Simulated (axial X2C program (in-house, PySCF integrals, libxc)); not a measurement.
# A two-component session on SeAl: EOM-IP-CCSD levels

Wanted for SeAl: EOM-IP-CCSD levels, at the two-component level.

The runs use an in-house X2C program for linear molecules on PySCF integrals; two-component X2C with atomic mean-field terms, Se dyall-acv3z, Al dyall-av3z.

All values are calculated.

## (1) Set-up

task.json reads:

```json
{"zs": [34, 13], "q": 0, "bas": ["dyall-acv3z", "dyall-av3z"], "r0": 2.2, "eom": "ip", "rq": -1, "thr": -2.0, "nmax": 95, "grid": [1, 0.96, 1.045, 0.92, 1.09, 1.15]}
```

Keys: zs atomic numbers; q charge; bas basis sets; r0 starting distance in Å; eom kind of EOM run; thr threshold in hartree for freezing inner shells (an s shell follows its p shell); nmax most natural virtual spinors; grid distances as factors.

On the command line:

```
> python soeom.py task.json out
```

Nuclei are Gaussian, cores are contracted, and the Gaunt term is on.

## (2) EOM-IP-CCSD at 2.236 Å

Reference: the closed shell SeAl⁻; 10 electrons correlated, 94 virtual spinors; roots sought by Ω: 1/2: 4, 3/2: 3, 5/2: 1.

Output:

```text
two-component X2C + atomic mean field  HF
basis functions 183  fitting functions 1002  grid points 5078
iter        total energy     max residual
   1      -2666.947459939     9.74e+00
   2      -2668.240155978     8.00e+00
   3      -2669.164900262     3.16e+00
   4      -2669.690449308     1.43e+00
   5      -2669.749628955     1.67e-01
   6      -2669.759625275     1.19e-01
   7      -2669.762078976     9.49e-02
   8      -2669.762696199     4.35e-02
   9      -2669.762894906     2.03e-02
  10      -2669.762934297     3.65e-03
  11      -2669.762942895     2.36e-03
  12      -2669.762943969     2.09e-03
  13      -2669.762944423     9.17e-04
  14      -2669.762944590     3.90e-04
  15      -2669.762944640     7.17e-05
  16      -2669.762944651     7.94e-05
  17      -2669.762944653     3.19e-05
  18      -2669.762944655     1.32e-05
  19      -2669.762944655     7.24e-06
  20      -2669.762944655     3.85e-06
  21      -2669.762944655     1.49e-06
converged
one-electron -3935.74872872  Coulomb 1267.54869683  exact exchange -105.24432007  xc functional 0.00000000  nuclear repulsion 104.60479751  atomic mean-field constant -0.92339020
correlated 10  virtual 248  natural virtual 94  E(MP2) -0.225777321  MP2 remainder -0.008154238
iter   CCSD correlation   residual
   1     -0.229733962   1.38e-01
   2     -0.236768771   5.70e-02
   3     -0.238652453   2.47e-02
   4     -0.238622113   7.37e-03
   5     -0.238661890   2.33e-03
   6     -0.238661382   9.24e-04
   7     -0.238662081   3.12e-04
   8     -0.238665314   1.10e-04
   9     -0.238664291   3.70e-05
  10     -0.238664350   1.47e-05
  11     -0.238664155   6.83e-06
  12     -0.238664158   3.81e-06
(T) -0.013866130  T1 0.0273  D1 0.0370  max T2 0.081
EOM-IP-CCSD roots
2*Omega      energy/Eh   energy/eV  one-particle weight
    1       0.09981879      2.7162      0.935
    1       0.12317694      3.3518      0.920
    1       0.22201600      6.0414      0.827
    1       0.27563844      7.5005      0.000
    3       0.11570289      3.1484      0.922
    3       0.27517671      7.4879      0.000
    3       0.28890423      7.8615      0.000
    5       0.28670276      7.8016      0.000
```

T1 in the output is the amplitude norm over the root of the electron number; divide by √2 for the Lee–Taylor value.

```tsv
Ω	vertical IE (eV)	above lowest (cm⁻¹)	spinor	weight
1/2	2.716	0	36% Al pσ, 28% Se pσ, 26% Al sσ	0.93
3/2	3.148	3490	74% Se pπ, 14% Al pπ, 8% Al dπ	0.92
1/2	3.352	5130	73% Se pπ, 12% Al pπ, 8% Al dπ	0.92
1/2	6.041	26820	52% Se pσ, 37% Al sσ	0.83
```

It took 12 s on 1 thread of Arm Neoverse V1, shared host; peak memory 0.61 GiB.

## (3) EOM-IP-CCSD at 2.147 Å

```tsv
Ω	vertical IE (eV)	above lowest (cm⁻¹)	spinor	weight
1/2	2.629	0	36% Al pσ, 29% Al sσ, 24% Se pσ	0.94
3/2	3.350	5810	72% Se pπ, 14% Al pπ, 8% Al dπ	0.92
1/2	3.547	7400	72% Se pπ, 13% Al pπ, 8% Al dπ	0.92
1/2	6.090	27910	56% Se pσ, 32% Al sσ	0.84
```

Wall time 7.7 s (1 thread of Arm Neoverse V1, shared host); peak memory 0.64 GiB.

## (4) EOM-IP-CCSD at 2.337 Å

```tsv
Ω	vertical IE (eV)	above lowest (cm⁻¹)	spinor	weight
1/2	2.779	0	34% Al pσ, 31% Se pσ, 21% Al sσ	0.93
3/2	2.938	1280	75% Se pπ, 13% Al pπ, 7% Al dπ	0.92
1/2	3.157	3050	71% Se pπ, 10% Al pπ, 7% Al dπ	0.92
1/2	6.000	25970	47% Se pσ, 43% Al sσ	0.81
```

It took 8.7 s on 1 thread of Arm Neoverse V1, shared host; peak memory 0.66 GiB.

## (5) EOM-IP-CCSD at 2.057 Å

```tsv
Ω	vertical IE (eV)	above lowest (cm⁻¹)	spinor	weight
1/2	2.519	0	36% Al pσ, 31% Al sσ, 21% Se pσ	0.94
3/2	3.566	8440	70% Se pπ, 15% Al pπ, 9% Al dπ	0.92
1/2	3.759	10000	71% Se pπ, 14% Al pπ, 9% Al dπ	0.92
1/2	6.141	29210	59% Se pσ, 28% Al sσ	0.85
```

Wall time 12 s (1 thread of Arm Neoverse V1, shared host); peak memory 0.66 GiB.

## (6) EOM-IP-CCSD at 2.437 Å

```tsv
Ω	vertical IE (eV)	above lowest (cm⁻¹)	spinor	weight
3/2	2.745	0	77% Se pπ, 12% Al pπ, 7% Al dπ	0.92
1/2	2.783	300	27% Se pσ, 25% Al pσ, 24% Se pπ	0.93
1/2	3.009	2130	54% Se pπ, 12% Se pσ, 11% Al pσ	0.92
1/2	5.978	26080	49% Al sσ, 41% Se pσ	0.80
```

Run time: 12 s. Hardware: 1 thread of Arm Neoverse V1, shared host; peak memory 0.67 GiB.

## (7) EOM-IP-CCSD at 2.571 Å

```tsv
Ω	vertical IE (eV)	above lowest (cm⁻¹)	spinor	weight
3/2	2.513	0	79% Se pπ, 11% Al pπ, 6% Al dπ	0.92
1/2	2.652	1120	63% Se pπ, 10% Se pσ, 8% Al pσ	0.92
1/2	2.924	3320	35% Se pσ, 28% Al pσ, 17% Se pπ	0.93
1/2	5.986	28010	57% Al sσ, 33% Se pσ	0.78
```

Run time: 11 s. Hardware: 1 thread of Arm Neoverse V1, shared host; peak memory 0.67 GiB.

## (8) Curves of the states

Energies in eV from the lowest point of the lowest state; states are followed by energy order within each Ω.

```tsv
R (Å)	(1)Ω=1/2	(1)Ω=3/2	(2)Ω=1/2	(3)Ω=1/2
2.057	0.1329	1.1796	1.3725	3.7548
2.147	0.0000	0.7210	0.9177	3.4607
2.236	0.0169	0.4491	0.6525	3.3420
2.337	0.1438	0.3028	0.5220	3.3642
2.437	0.3131	0.2755	0.5392	3.5084
2.571	0.5004	0.3618	0.7728	3.8345
```

Constants where the minimum is well bracketed (masses 79.917 and 26.982 u):

```tsv
state	Te (cm⁻¹)	Re (Å)	ωe (cm⁻¹)
(1)Ω=1/2	0	2.177	468
(3)Ω=1/2	26950	2.270	446
```

## (9) What came out

| quantity | value |
| --- | --- |
| lowest root at 2.236 Å | Ω = 1/2, 2.716 eV |
| next root led by one particle | Ω = 3/2, about 3490 cm⁻¹ higher |
| T1 of the reference | 0.019 |
| lowest state, Re and ωe | 2.177 Å, 468 cm⁻¹ |

**Reading.** Removing an electron from the reference determinant of SeAl⁻ costs 2.72 eV and empties a spinor of 36% Al pσ, 28% Se pσ, 26% Al sσ. Errors of 0.1 to 0.3 eV are usual at this size, and roots led by higher excitations are left out, so the list is incomplete, and low states of that kind can be missing. The bond is 0.060 Å shorter than in the closed-shell reference at CCSD (2.238 Å).
